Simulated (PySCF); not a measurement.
**Si2N2H6F− (SMILES N[Si-](F)N[SiH3]): levels of theory compared**

Aim: a comparison of 6 runs (HF/STO-3G, HF/3-21G, B3LYP/3-21G, B3LYP/6-31G*, PBE0/def2-TZVP, MP2/6-31G**) of Si2N2H6F−. The job is set up through a Python script.

The calculation is run with PySCF 2.14.0.

**1. The structure to begin with**

Si2N2H6F−: 11 atoms, total charge -1, spin state singlet. SMILES: `N[Si-](F)N[SiH3]`. The shape is that of a GFN2-xTB optimisation. This is one conformer, not always the lowest.

Bond lengths: N1–Si2 1.768 Å, Si2–F3 1.717 Å, Si2–N4 1.851 Å, N4–Si5 1.679 Å, N1–H6 1.019 Å, N1–H7 1.012 Å, N4–H8 1.011 Å, Si5–H9 1.476 Å, Si5–H10 1.495 Å, Si5–H11 1.487 Å. Some angles: N1–Si2–F3 95.9°, N1–Si2–N4 103.2°, F3–Si2–N4 93.9°, Si2–N4–Si5 126.7°, Si2–N1–H6 114.8°, Si2–N1–H7 112.2°, Si2–N4–H8 112.7°, Si5–N4–H8 117.3°, N4–Si5–H9 108.5°, N4–Si5–H10 120.1°.

**2. Energy and gradient at HF/STO-3G (run 1)**

mol.xyz reads:

```xyz
11

N      0.693670     0.849470     1.636480
Si    -0.185140    -0.684930     1.635790
F      1.209510    -1.685770     1.654960
N     -0.524300    -0.977000    -0.160180
Si    -0.552450     0.179250    -1.376620
H      1.462230     0.901330     0.969780
H      0.085920     1.638340     1.458620
H     -0.362730    -1.936070    -0.436110
H     -1.315920     1.347080    -0.894220
H      0.727960     0.734890    -1.911130
H     -1.238750    -0.366580    -2.577360
```

calc.py reads:

```python
import pyscf.grad
from pyscf import gto

mol = gto.M(
    atom='mol.xyz',
    max_memory=1860,
    basis='sto-3g',
    charge=-1,
    verbose=4,
)

mf = mol.RHF()
mf.conv_tol = 1e-10
mf.kernel()
if not mf.converged:
    mf = mf.newton().run(mf.mo_coeff, mf.mo_occ)

e_final = mf.e_tot
print(f'total energy: {e_final:.8f} hartree')
grad = mf.Gradients().kernel()
mf.analyze()
```

Launch:

```console
$ OMP_NUM_THREADS=1 python calc.py
```

What it wrote:

```text
PySCF version 2.14.0

[... 81 lines left out ...]
One-electron Energy =                -1695.124784812495363
[... 7 lines left out ...]
MO #3   energy= -25.4516047230535  occ= 2
[... 5 lines left out ...]
MO #9   energy= -3.81201321994377  occ= 2
[... 5 lines left out ...]
MO #15  energy= -0.821145409440282 occ= 2
[... 5 lines left out ...]
MO #21  energy= -0.263899986235174 occ= 2
[... 5 lines left out ...]
MO #27  energy= -0.0817947315348733 occ= 2
[... 5 lines left out ...]
MO #33  energy= 0.746857195557808  occ= 0
[... 5 lines left out ...]
MO #39  energy= 1.01499891453009   occ= 0
[... 54 lines left out ...]
WARN: System has nonzero charge -1; the dipole moment is origin-dependent.
Location of origin: [0. 0. 0.]

Dipole moment(X, Y, Z, Debye): -0.69428,  2.48225, -5.73166
```

Wall time 6 s (1 thread of Intel Xeon at 2.50GHz (Skylake/Cascade Lake), shared host); peak memory 0.12 GiB.

**3. Energy and gradient at HF/3-21G (run 2)**

run.py reads:

```python
import pyscf.grad
from pyscf import gto, scf

mol = gto.M(
    atom='''
N      1.310846     1.605266     3.092499
Si    -0.349864    -1.294330     3.091195
F      2.285643    -3.185644     3.127421
N     -0.990783    -1.846262    -0.302696
Si    -1.043979     0.338733    -2.601435
H      2.763214     1.703267     1.832619
H      0.162365     3.096014     2.756392
H     -0.685460    -3.658642    -0.824128
H     -2.486728     2.545612    -1.689831
H      1.375645     1.388741    -3.611512
H     -2.340898    -0.692736    -4.870505
''',
    max_memory=1860,
    unit='bohr',
    verbose=4,
    charge=-1,
    basis='3-21g',
)

mf = scf.RHF(mol)
mf.conv_tol = 1e-10
mf.kernel()
if not mf.converged:
    mf = mf.newton().run(mf.mo_coeff, mf.mo_occ)

etot = mf.e_tot
print(f'total energy: {etot:.8f} hartree')
grad = mf.Gradients().kernel()
mf.analyze()
```

Launch:

```console
$ OMP_NUM_THREADS=1 python run.py
```

What it wrote:

```text
PySCF version 2.14.0

[... 67 lines left out ...]
converged SCF energy = -785.583185964397
[... 22 lines left out ...]
MO #2   energy= -68.1037389000329  occ= 2
[... 8 lines left out ...]
MO #11  energy= -3.98760674298832  occ= 2
[... 8 lines left out ...]
MO #20  energy= -0.421001883919891 occ= 2
[... 8 lines left out ...]
MO #29  energy= -0.0697504753009293 occ= 2
[... 8 lines left out ...]
MO #38  energy= 0.520955087670941  occ= 0
[... 8 lines left out ...]
MO #47  energy= 0.879677688567581  occ= 0
[... 8 lines left out ...]
MO #56  energy= 1.78612260877644   occ= 0
[... 8 lines left out ...]
MO #65  energy= 4.18041367022351   occ= 0
[... 80 lines left out ...]
WARN: System has nonzero charge -1; the dipole moment is origin-dependent.
Location of origin: [0. 0. 0.]

Dipole moment(X, Y, Z, Debye): -0.02020,  3.06036, -6.82433
```

Run time: 6.9 s. Hardware: 1 thread of Intel Xeon at 2.50GHz (Skylake/Cascade Lake), shared host; peak memory 0.14 GiB.

Runs 3 to 5 aren't shown in full; the table further down has their settings and results.

**4. Energy and gradient at MP2/6-31G(d,p) (spherical functions) (run 6)**

run.py reads:

```python
from pyscf import gto, scf, mp

mol = gto.Mole()
mol.atom = '''
N    0.693670   0.849470   1.636480
Si  -0.185140  -0.684930   1.635790
F    1.209510  -1.685770   1.654960
N   -0.524300  -0.977000  -0.160180
Si  -0.552450   0.179250  -1.376620
H    1.462230   0.901330   0.969780
H    0.085920   1.638340   1.458620
H   -0.362730  -1.936070  -0.436110
H   -1.315920   1.347080  -0.894220
H    0.727960   0.734890  -1.911130
H   -1.238750  -0.366580  -2.577360
'''
mol.basis = '6-31g**'
mol.max_memory = 1860
mol.verbose = 3
mol.charge = -1
mol.build()

hf = scf.RHF(mol)
hf.conv_tol = 1e-10
hf.kernel()
if not hf.converged:
    hf = hf.newton().run(hf.mo_coeff, hf.mo_occ)

pt = mp.MP2(hf, frozen=13).run()
energy = pt.e_tot
print('E(%s) = %.9f' % ('MP2', energy))
grad = pt.nuc_grad_method().kernel()
dip = hf.dip_moment()
pop, q = hf.mulliken_pop()
```

Launch:

```console
$ OMP_NUM_THREADS=1 python run.py
```

What it wrote:

```text
converged SCF energy = -789.765843301692
E(RMP2) = -790.469706188669  E_corr = -0.703862886976491
E(SCS-RMP2) = -790.46177210228  E_corr = -0.695928800587576
E(MP2) = -790.469706189
--------------- RMP2 gradients ---------------
         x                y                z
0 N    -0.0089220443    -0.0133757751     0.0067474357
1 Si     0.0024881203     0.0241857839    -0.0149571904
2 F     0.0059499313    -0.0042499460    -0.0006200528
[... 7 lines of this table left out ...]
10 H     0.0009921056    -0.0017016638     0.0043269152
----------------------------------------------

WARN: System has nonzero charge -1; the dipole moment is origin-dependent.
Location of origin: [0. 0. 0.]

Dipole moment(X, Y, Z, Debye):  0.37725,  3.09903, -6.86285
[... 120 lines left out ...]
charge of   10H =     -0.25046
```

It took 85 s on 1 thread of Intel Xeon at 2.50GHz (Skylake/Cascade Lake), shared host; peak memory 0.88 GiB.

**5. All runs side by side**

```csv
run,level,integration grid,Cartesian functions,energy (Eh),HOMO energy (eV),LUMO energy (eV),HOMO–LUMO gap (eV),wall time
1,HF/STO-3G,–,no,-780.099900,2.30,18.55,16.24,6 s
2,HF/3-21G,–,no,-785.583186,-1.90,8.88,10.78,6.9 s
3,B3LYP/3-21G,5,no,-787.842729,0.74,5.67,4.93,46 s
4,B3LYP/6-31G* (Cartesian functions),5,yes,-792.053236,0.47,5.00,4.53,85 s
5,PBE0/def2-TZVP,5,no,-791.722193,-0.12,4.49,4.60,8.7 min
6,MP2/6-31G** (spherical functions),–,no,-790.469706,-2.00,8.08,10.09,85 s
```

**6. What came out**

| quantity | value |
| --- | --- |
| run 6: total energy | -790.46971 Eh |
| run 6: HOMO energy (Hartree–Fock orbitals) | -2.00 eV |
| run 6: LUMO energy (Hartree–Fock orbitals) | 8.08 eV |
| run 6: HOMO–LUMO gap (to an unbound level, set by the basis) | 10.09 eV |
| run 6: correlation energy (13 core orbitals frozen) | -703.9 mEh |
| run 6: largest force on an atom | 1.468 eV/Å |

**Reading.** Over runs 1, 2, 3, 4, 5 the HOMO–LUMO gap runs from 4.53 eV (B3LYP/6-31G*) to 16.24 eV (HF/STO-3G). The two ends differ in method and basis. The empty levels of an anion lie above zero and hang on the basis. Totals of different functionals can't be ranked against each other. In runs 1, 3, 4 the HOMO lies above zero, so the outermost electron may be held by the basis alone. In run 1 the basis is minimal, so the values are rough. All runs together took 12 min, the longest 8.7 min.
